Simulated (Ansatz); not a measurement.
# CH5FNSi radical: one species, many methods

How much do the methods differ for CH5FNSi radical? The plan is to run it at one geometry with functionals of several rungs and with coupled cluster. The yardstick is the atomisation energy at the CCSD(T) limit.

Program: Ansatz 0.2.0, Gaussian basis. Level of theory: functionals in def2-TZVPP, the program's frozen cores in correlated methods. These are calculated values, not measurements.

The runs, in order: LDA (SPW92), PBE-D4, revPBE-D4, BLYP-D4, r2SCAN-D4, B97M-V, PBE0-D4, B3LYP-D4, r2SCANh-D4, r2SCAN0-D4, HSE06-D4, BHLYP-D4, CAM-B3LYP-D4, LC-ωPBE, ωB97X-V, ωB97M-V, B2PLYP, PBE-QIDH; CCSD(T)/def2-SVP; CCSD(T)/def2-TZVPP; MP2/def2-QZVPP; extrapolation to the limit; RPA on PBE.

## (1) Structure used throughout

An earlier PBE0-D4 in a triple-zeta def2 set relaxation fixed the geometry.

SMILES `[CH2][SiH](N)F`, 9 atoms, charge 0, spin multiplicity 2.

Atoms are counted from 1 here; the program's logs count them from 0.

Bond lengths: C1–Si2 1.832 Å, C1–H5 1.085 Å, C1–H6 1.085 Å, Si2–N3 1.699 Å, Si2–F4 1.607 Å, Si2–H7 1.483 Å, N3–H8 1.007 Å, N3–H9 1.007 Å. Angles: Si2–C1–H5 122.4°, Si2–C1–H6 122.5°, H5–C1–H6 115.1°, C1–Si2–N3 109.8°, C1–Si2–F4 106.2°, C1–Si2–H7 114.7°, N3–Si2–F4 114.5°, N3–Si2–H7 106.8°, F4–Si2–H7 105.1°, Si2–N3–H8 121.1°, Si2–N3–H9 121.8°, H8–N3–H9 111.8°.

Geometry (Å):

```xyz
9

C    -0.6378    1.2758   -0.5462
Si    0.4419   -0.1917   -0.3559
N     0.1404   -0.9368    1.1406
F     0.1596   -1.1240   -1.6340
H    -1.0625    1.5644   -1.5025
H    -0.8477    1.9551    0.2739
H     1.8956    0.0989   -0.4041
H     0.7946   -1.5915    1.5364
H    -0.7957   -1.0965    1.4747
```

## (2) LDA

This LDA is Slater exchange with PW92 correlation.

File in.yaml:

```yaml
crystal:
  periodic: [false, false, false]
  atoms:
    - {symbol: C, position_ang: [-0.637786, 1.275813, -0.546224]}
    - {symbol: Si, position_ang: [0.441949, -0.191692, -0.355862]}
    - {symbol: N, position_ang: [0.140371, -0.936780, 1.140634]}
    - {symbol: F, position_ang: [0.159551, -1.124016, -1.634049]}
    - {symbol: H, position_ang: [-1.062507, 1.564403, -1.502517]}
    - {symbol: H, position_ang: [-0.847688, 1.955079, 0.273938]}
    - {symbol: H, position_ang: [1.895620, 0.098901, -0.404131]}
    - {symbol: H, position_ang: [0.794615, -1.591469, 1.536423]}
    - {symbol: H, position_ang: [-0.795724, -1.096540, 1.474687]}
basis:
  gaussian: {orbitals: def2-TZVPP}
magnetization: {spin_polarized: true, initial_magnetization: 1}
hamiltonian: {xc: lda}
output: {orbitals: {seedname: orbitals}}
```

The run is started by

```console
$ ansatz run in.yaml --threads 4 --pin off --events-out ev --progress --plain --max-ram 10444MiB
```

Further steps of the session: PBE-D4 (GGA); revPBE-D4 (GGA); BLYP-D4 (GGA); r2SCAN-D4 (meta-GGA); B97M-V (meta-GGA); PBE0-D4 (hybrid); B3LYP-D4 (hybrid); r2SCANh-D4 (hybrid); r2SCAN0-D4 (hybrid); HSE06-D4 (hybrid); BHLYP-D4 (hybrid); CAM-B3LYP-D4 (range-separated); LC-ωPBE (range-separated); ωB97X-V (range-separated); ωB97M-V (range-separated); B2PLYP (double hybrid); PBE-QIDH (double hybrid); CCSD(T) in def2-SVP; CCSD(T) in def2-TZVPP; MP2 in def2-QZVPP; RPA on PBE orbitals.

**Question.** What will the summary of the whole plan be? Wanted: atomisation energy, CCSD(T)/CBS; farthest beyond LDA; mean size of error, GGA; mean size of error, meta-GGA; mean size of error, hybrid; mean size of error, range-separated; mean size of error, double hybrid; gap, smallest and largest; T1 diagnostic.

As calculated:

| quantity | value |
| --- | --- |
| atomisation energy, CCSD(T)/CBS | 782.1 kcal/mol |
| functionals within 3.9 kcal/mol (0.5 %) | BLYP-D4, r2SCAN-D4, B97M-V, B3LYP-D4, LC-ωPBE, ωB97X-V, ωB97M-V |
| farthest beyond LDA | BHLYP-D4 (-19.7 kcal/mol) |
| mean size of error, GGA | 6.7 kcal/mol |
| mean size of error, meta-GGA | 0.3 kcal/mol |
| mean size of error, hybrid | 7.3 kcal/mol |
| mean size of error, range-separated | 2.7 kcal/mol |
| mean size of error, double hybrid | 8.8 kcal/mol |
| gap, smallest and largest | 1.52 eV (LDA (SPW92)), 10.22 eV (LC-ωPBE) |
| T1 diagnostic | 0.0111 |
| triples share of the correlation energy | 3.2 % |

What this shows: The LDA atomisation energy is off by 100.8 kcal/mol (13 %): it overbinds. PBE-D4 misses by +7.8 kcal/mol. Double hybrids carry the basis error of their MP2 part in triple zeta, and no dispersion term here, so their miss is partly the set-up's. The rungs meta-GGA, range-separated miss on average by less than the doubt on the reference (3.9 kcal/mol), so they tie. The reference freezes the cores and leaves out relativity and excitations past (T), so misses under about 3.9 kcal/mol can't be ranked. Hartree-Fock recovers 74 % of the binding; the rest is correlation. CCSD(T) in def2-SVP is off by -60.5 kcal/mol, which most functionals beat. Orbital gaps span 1.5 to 10.2 eV; exact exchange widens them.
